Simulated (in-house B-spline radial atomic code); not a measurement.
**Ge⁷⁺: density, ELF and screening along the radius**

How do the shells of Ge⁷⁺ show in real space, and how much do the settings move them?

The numbers are computed with in-house B-spline radial atomic code version 1 (several methods, spin-polarised, as named in each step; spherical all-electron atom at the radial basis limit), except any that are marked as measured or tabulated.

### 1 Starting point

| Item | Value |
| --- | --- |
| element | germanium (Z = 32) |
| charge | +7 |
| electrons | 25 |
| configuration | [Ar] 3d7 |
| nucleus | point (non-relativistic runs) or finite (X2C runs) |

The outer shells:

[Ar] 3d7
```
[Ar] core
3d [↑↓][↑↓][↑ ][↑ ][↑ ]
```

Where spins are not typed, each open shell is filled with up spins first.

### 2 Hartree-Fock, X2C, [Ar] 3d7

Settings, as recorded:

```ini
Z = 32
electrons = 25.0
configuration = [Ar] 3d7
hamiltonian = x2c
method = hf
spin_polarised = True
nucleus = fermi
rms_radius = 4.0742
mass_number = 74
atomic_mass = 73.92117776
speed_of_light = 137.035999084
```

The run is started by

```bash
$ python run_scf.py task.json out
```

One command runs all members of the session, one after another, from task.json.

From the run's result record (rounded, not every field):

```text
status: converged
scf [iteration, energy, orbital gradient]:
  - [1, -2054.81962011, 1.22]
  - [2, -2075.7100521, 0.652]
  - [3, -2080.19261191, 0.214]
  - [4, -2080.67480043, 0.0655]
  - [5, -2080.71335813, 0.0245]
  - [6, -2080.72230475, 0.00117]
  - [7, -2080.72231635, 0.000146]
  - [8, -2080.72231656, 2.79e-05]
  - [9, -2080.72231657, 1.33e-06]
  - [10, -2080.72231657, 2.47e-08]
energy [hartree]: {"total": -2080.72231657, "kinetic": 2126.15376834, "nuclear": -4893.08085501, "coulomb": 759.726687416, "exact_exchange": -73.5219173127}
orbitals [hartree, bohr; first row names the columns]:
  - ["name", "occ", "eps", "<r>", "<r^2>", "<1/r>", "r_max"]
  - ["1s up", 1.0, -416.24383, 0.046598, 0.0029346, 33.028, 0.030298]
  - ["1s down", 1.0, -416.24214, 0.046597, 0.0029344, 33.029, 0.030298]
  - ["2s up", 1.0, -58.984531, 0.20909, 0.051641, 7.2379, 0.17565]
  - ["2s down", 1.0, -58.786158, 0.20858, 0.051353, 7.2552, 0.17546]
  - ["2p up", 3.0, -52.072058, 0.18367, 0.041348, 6.9713, 0.14126]
  - ["2p down", 3.0, -51.878834, 0.18297, 0.040977, 6.9905, 0.14103]
  - ["3s up", 1.0, -12.599601, 0.60265, 0.41606, 2.3791, 0.5347]
  - ["3s down", 1.0, -12.197226, 0.60612, 0.42099, 2.3576, 0.53561]
  - ["3p up", 3.0, -10.385815, 0.61479, 0.43975, 2.2316, 0.53344]
  - ["3p down", 3.0, -9.8986607, 0.62084, 0.44868, 2.2019, 0.53526]
  - ["3d up", 5.0, -6.7544496, 0.62472, 0.4711, 1.9872, 0.48027]
  - ["3d down", 2.0, -6.4928562, 0.63415, 0.48721, 1.9659, 0.48302]
sum_r [bohr^k]: {"-1": 154.3407, "1": 10.91836, "2": 7.188115}
specific_mass_shift [hartree m_e]: -530.8556
radius_at_0.001 [bohr]: 1.932
radius_enclosing_fraction [bohr]: {"0.5": 0.3975, "0.9": 0.8565, "0.99": 1.314}
slater [hartree]:
  F0(3p up,3p up): 1.4659
  F2(3p up,3p up): 0.73972
  F0(3p up,3p down): 1.4589
  F2(3p up,3p down): 0.73656
  F0(3p up,3d up): 1.455
  F2(3p up,3d up): 0.70752
  G1(3p up,3d up): 0.85013
  G3(3p up,3d up): 0.53216
  F0(3p up,3d down): 1.445
  F2(3p up,3d down): 0.70145
  F0(3p down,3p down): 1.452
  F2(3p down,3p down): 0.73351
  F0(3p down,3d up): 1.4482
  F2(3p down,3d up): 0.70456
  F0(3p down,3d down): 1.4383
  F2(3p down,3d down): 0.69862
  G1(3p down,3d down): 0.84363
  G3(3p down,3d down): 0.52589
  F0(3d up,3d up): 1.4588
  F2(3d up,3d up): 0.71145
  F4(3d up,3d up): 0.45041
  F0(3d up,3d down): 1.4485
  F2(3d up,3d down): 0.7047
  F4(3d up,3d down): 0.44575
  F0(3d down,3d down): 1.4383
  F2(3d down,3d down): 0.69816
  F4(3d down,3d down): 0.44125
```

Run time: 0.14 s. Hardware: 1 thread, shared host.

radius_at_0.001 is where the density falls to 0.001 electrons per bohr³.

The record's radial tables, every 2nd point:

```tsv
r (bohr)	4πr²n (1/bohr)	ELF	screened charge r·V (e)	reduced gradient s	4πr²(n↑−n↓)
0.00504	6.455	0.9996	31.23	0.5397	-0.0002758
0.00714	10.82	0.9994	30.92	0.5143	-0.0004597
0.0101	17.18	0.9989	30.49	0.5120	-0.0007229
0.0143	25.38	0.9976	29.90	0.5330	-0.001048
0.0203	33.83	0.9928	29.12	0.5813	-0.001340
0.0287	39.05	0.9694	28.13	0.6598	-0.001348
0.0406	38.05	0.8259	26.88	0.7509	-0.0003085
0.0575	32.96	0.4141	25.33	0.7218	0.005790
0.0815	32.95	0.3114	23.40	0.4150	0.03825
0.115	41.81	0.6329	21.10	0.2959	0.1797
0.163	45.07	0.8044	18.51	0.4600	0.6674
0.231	31.40	0.5372	15.86	0.6874	1.865
0.328	21.72	0.2271	13.13	0.3859	3.757
0.464	26.64	0.6636	10.41	0.2545	4.982
0.657	22.28	0.7869	8.286	0.5518	3.921
0.930	8.469	0.5596	7.275	1.136	1.624
1.32	1.286	0.09598	7.027	2.782	0.2966
1.87	0.06611	0.002280	7.001	9.346	0.01775
```

### 3 PW91, X2C, [Ar] 3d7

Settings: those of step 2 with these lines changed.

```diff
@@ -4,3 +4,3 @@
 hamiltonian = x2c
-method = hf
+method = pw91,pw91
 spin_polarised = True
```

Result record:

```text
status: converged
iterations: 9
energy [hartree]: {"total": -2082.10601531, "kinetic": 2126.57489349, "nuclear": -4893.33446606, "coulomb": 760.587259394, "xc": -75.9337021304}
orbitals [hartree, bohr; first row names the columns]:
  - ["name", "occ", "eps", "<r>"]
  - ["1s up", 1.0, -407.84261, 0.046619]
  - ["1s down", 1.0, -407.84234, 0.046618]
  - ["2s up", 1.0, -55.8619, 0.20979]
  - ["2s down", 1.0, -55.754012, 0.20955]
  - ["2p up", 3.0, -49.502669, 0.18365]
  - ["2p down", 3.0, -49.421586, 0.18338]
  - ["3s up", 1.0, -11.295287, 0.60483]
  - ["3s down", 1.0, -11.119821, 0.60684]
  - ["3p up", 3.0, -9.3242317, 0.61656]
  - ["3p down", 3.0, -9.1504194, 0.61946]
  - ["3d up", 5.0, -6.093254, 0.62715]
  - ["3d down", 2.0, -5.9133037, 0.63423]
sum_r [bohr^k]: {"-1": 154.3502, "1": 10.93758, "2": 7.236173}
```

Wall time 0.09 s (1 thread, shared host).

Fields along the radius, from the same record (one point in 4):

```tsv
r (bohr)	4πr²n (1/bohr)	ELF	screened charge r·V (e)	reduced gradient s	4πr²(n↑−n↓)
0.00504	6.463	0.9996	31.23	0.5408	-0.0002957
0.0101	17.19	0.9989	30.49	0.5129	-0.0007794
0.0203	33.81	0.9927	29.12	0.5819	-0.001498
0.0406	38.04	0.8246	26.88	0.7498	-0.0008907
0.0815	33.02	0.3136	23.40	0.4159	0.03672
0.163	44.99	0.8018	18.51	0.4602	0.6779
0.328	21.86	0.2322	13.13	0.3875	3.736
0.657	22.11	0.7856	8.300	0.5535	3.850
1.32	1.333	0.1007	7.030	2.689	0.3295
```

### 4 OLYP, X2C, [Ar] 3d7

Settings: those of step 3 with these lines changed.

```diff
@@ -4,3 +4,3 @@
 hamiltonian = x2c
-method = pw91,pw91
+method = optx,lyp
 spin_polarised = True
```

Result record:

```text
status: converged
iterations: 9
energy [hartree]: {"total": -2082.53535871, "kinetic": 2127.01535896, "nuclear": -4894.56102493, "coulomb": 761.430822494, "xc": -76.4205152343}
orbitals [hartree, bohr; first row names the columns]:
  - ["name", "occ", "eps", "<r>"]
  - ["1s up", 1.0, -407.71413, 0.046627]
  - ["1s down", 1.0, -407.71383, 0.046627]
  - ["2s up", 1.0, -55.921416, 0.20976]
  - ["2s down", 1.0, -55.80305, 0.20943]
  - ["2p up", 3.0, -49.558468, 0.18365]
  - ["2p down", 3.0, -49.471766, 0.1833]
  - ["3s up", 1.0, -11.329568, 0.60408]
  - ["3s down", 1.0, -11.142031, 0.60615]
  - ["3p up", 3.0, -9.3553615, 0.6155]
  - ["3p down", 3.0, -9.1666676, 0.61866]
  - ["3d up", 5.0, -6.1235436, 0.62482]
  - ["3d down", 2.0, -5.921783, 0.63331]
sum_r [bohr^k]: {"-1": 154.3873, "1": 10.91671, "2": 7.203054}
```

Wall time 0.09 s (1 thread, shared host).

The record's radial tables, every 4th point:

```tsv
r (bohr)	4πr²n (1/bohr)	ELF	screened charge r·V (e)	reduced gradient s	4πr²(n↑−n↓)
0.00504	6.456	0.9996	31.23	0.5404	-0.0004468
0.0101	17.18	0.9989	30.49	0.5126	-0.001174
0.0203	33.81	0.9927	29.12	0.5817	-0.002215
0.0406	38.04	0.8248	26.88	0.7500	-0.001485
0.0814	33.00	0.3129	23.40	0.4165	0.03537
0.163	45.03	0.8018	18.50	0.4598	0.6777
0.327	21.91	0.2316	13.14	0.3902	3.771
0.656	22.22	0.7863	8.295	0.5516	3.860
1.32	1.300	0.09748	7.030	2.712	0.3137
```

### 5 r2SCAN, non-rel., [Ne] 3s2 3p5 3d8

Settings, as recorded:

```ini
Z = 32
electrons = 25.0
configuration = [Ne] 3s2 3p5 3d8
hamiltonian = nr
method = r2scan
spin_polarised = True
```

Result record:

```text
status: converged
iterations: 9
energy [hartree]: {"total": -2056.81480697, "kinetic": 2055.69479406, "nuclear": -4791.26099967, "coulomb": 753.080968413, "xc": -74.3295697805}
orbitals [hartree, bohr; first row names the columns]:
  - ["name", "occ", "eps", "<r>"]
  - ["1s up", 1.0, -403.70622, 0.047864]
  - ["1s down", 1.0, -403.66663, 0.04786]
  - ["2s up", 1.0, -55.080462, 0.21354]
  - ["2s down", 1.0, -54.972179, 0.21329]
  - ["2p up", 3.0, -49.579374, 0.18518]
  - ["2p down", 3.0, -49.473883, 0.18498]
  - ["3s up", 1.0, -11.29654, 0.61299]
  - ["3s down", 1.0, -11.052591, 0.61636]
  - ["3p up", 3.0, -9.4240597, 0.61961]
  - ["3p down", 2.0, -9.1789912, 0.62413]
  - ["3d up", 5.0, -6.1676505, 0.62516]
  - ["3d down", 3.0, -5.9309624, 0.6336]
sum_r [bohr^k]: {"-1": 149.7269, "1": 10.99605, "2": 7.30135}
```

Wall time 0.08 s (1 thread, shared host).

Meta-GGA runs start from a PBE run whose iterations are not counted.

Fields along the radius, from the same record (one point in 4):

```tsv
r (bohr)	4πr²n (1/bohr)	ELF	screened charge r·V (e)	reduced gradient s	4πr²(n↑−n↓)
0.00504	5.200	0.9996	31.25	0.4075	0.00007
0.0101	15.12	0.9989	30.52	0.4522	0.001074
0.0203	32.04	0.9936	29.18	0.5518	0.01282
0.0406	37.93	0.8503	26.94	0.7373	0.1081
0.0814	32.15	0.2988	23.48	0.4385	0.4854
0.163	44.83	0.7973	18.57	0.4419	0.7736
0.327	22.40	0.2371	13.18	0.4167	3.090
0.656	22.04	0.7606	8.331	0.5453	4.260
1.32	1.381	0.09588	7.031	2.654	0.2497
```

### 6 The runs side by side

| run | total energy (hartree) | highest level (eV) | radius holding 50 / 90 / 99 % (bohr) | radius at n = 0.001 (bohr) | ELF minima on the full grid (bohr) |
| --- | --- | --- | --- | --- | --- |
| Hartree-Fock, X2C, [Ar] 3d7 | -2080.7223 | -176.68 | 0.398 / 0.857 / 1.31 | 1.93 | 0.069, 0.33 |
| PW91, X2C, [Ar] 3d7 | -2082.1060 | -160.91 | 0.397 / 0.859 / 1.33 | 1.96 | 0.069, 0.33 |
| OLYP, X2C, [Ar] 3d7 | -2082.5354 | -161.14 | 0.396 / 0.857 / 1.32 | 1.96 | 0.068, 0.33 |
| r2SCAN, non-rel., [Ne] 3s2 3p5 3d8 | -2056.8148 | -161.39 | 0.397 / 0.864 / 1.33 | 1.96 | 0.081, 0.33 |

In the first run ELF has 2 minima on the grid, which mark the borders between shells. On the record's full grid the screened charge (r times the electrostatic potential) falls from 31.9 near the nucleus to 7.00 at 2.2 bohr; far out it tends to the net charge, 7. The grid is coarse (about 19 % a step), so the places of minima are rough. For X2C runs ELF uses the non-relativistic kinetic energy density, and the fields carry no picture-change correction.
